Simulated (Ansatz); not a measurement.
**Ta: a line through a two-coordinate scan**

How does the energy of Ta (Im-3m, No. 229; 1 atom in the cell) vary with volume per atom, at c/a of the conventional cell = 1.348?

Method: DFT PBEsol, scalar-relativistic, plane waves, PAW, in Ansatz 0.2.0.

26 further runs of the same task are left out: 26 set aside as unsound or not needed.

## (1) Starting point

The structure is cubic, space group Im-3m (No. 229). Conventional cell: a = 3.280 Å, b = 3.280 Å, c = 3.280 Å, α = 90.00°, β = 90.00°, γ = 90.00°. Ta (site symmetry m-3m) is surrounded by 8 Ta at 2.84 Å.

Structure file:

```xyz
1
Lattice="-1.6402 1.6402 1.6402 1.6402 -1.6402 1.6402 1.6402 1.6402 -1.6402" Properties=species:S:1:pos:R:3 pbc="T T T"
Ta    0.0000    0.0000    0.0000
```

It is the result of an earlier relaxation at this level (volume 17.65 Å³/atom; gap on the mesh: none (metal)).

## (2) The scan

The energy is mapped over volume and the cell's shape.

- volume per atom: 7 values from 15.53 to 19.77 Å³
- c/a of the conventional cell: 9 values from 0.861 to 1.566

Nothing else is relaxed (symmetry fixes all fractional coordinates). Energies count from the relaxed crystal. Points are written as (first, second).

## (3) The run at (15.53 Å³, 1.348)

Input file input.yaml:

```yaml
crystal:
  lattice:
    - [-1.4227399801, 1.4227399801, 1.9184225891]
    - [1.4227399801, -1.4227399801, 1.9184225891]
    - [1.4227399801, 1.4227399801, -1.9184225891]
  atoms:
    - { symbol: Ta, position: [0.0, 0.0, 0.0] }
basis:
  ecutwfc: 420
kpoints:
  mp_grid: { grid: [22, 22, 22] }
hamiltonian:
  xc: pbesol
  pseudopotentials: { kind: paw, azcp: { folder: soft_1 } }
scf:
  occupations: { method: gaussian, width: 0.15 }
output:
  forces: true
  stress: true
  eigenvalues: true
  write_density: true
  write_potential: true
  elf: true
  volumetric_format: npy
```

Command:

```bash
> ansatz run input.yaml --threads 1 --pin off --max-ram 2048MiB --backend cpu --events-out ev --progress --plain --runs-dir out
```

The session goes on with these runs: the other points of the line.

**Question.** What will these runs give? Wanted: for each run, volume per atom; energy; slope; pressure.

As calculated:

| volume per atom (Å³) | step | energy (meV/atom) | slope (meV/atom per Å³) | pressure (GPa) |
| --- | --- | --- | --- | --- |
| 15.53 | 3 | 556 | −262 | 42.0 |
| 16.24 | 4 | 403 | −173 | 27.7 |
| 16.95 | 5 | 308 | −99 | 15.9 |
| 17.65 | 6 | 260 | −38 | 6.1 |
| 18.36 | – | 252 | 13 | −2.1 |
| 19.06 | 7 | 277 | 55 | −8.9 |
| 19.77 | – | 329 | 91 | −14.5 |

Energies count from the relaxed crystal. Rows without a step come from runs not printed here or follow by symmetry. Slopes come from the forces (and the stress, where the cell changes), not from differences of energies.

What this shows: The lowest point of the line is at 18.36 Å³, 252 meV/atom from the zero. A fit to energies and slopes at the lowest point and its two neighbours puts the minimum at 18.166 Å³, with a curvature of about 69 meV/atom per (Å³)². V·d²E/dV² there is about 200 GPa, a bulk modulus under this line's constraint. The highest point computed, at 15.53 Å³, lies 304 meV/atom above the lowest. This is one cut through a surface in two coordinates; the map's lowest point lies off it. Spin-orbit coupling is left out for Ta.
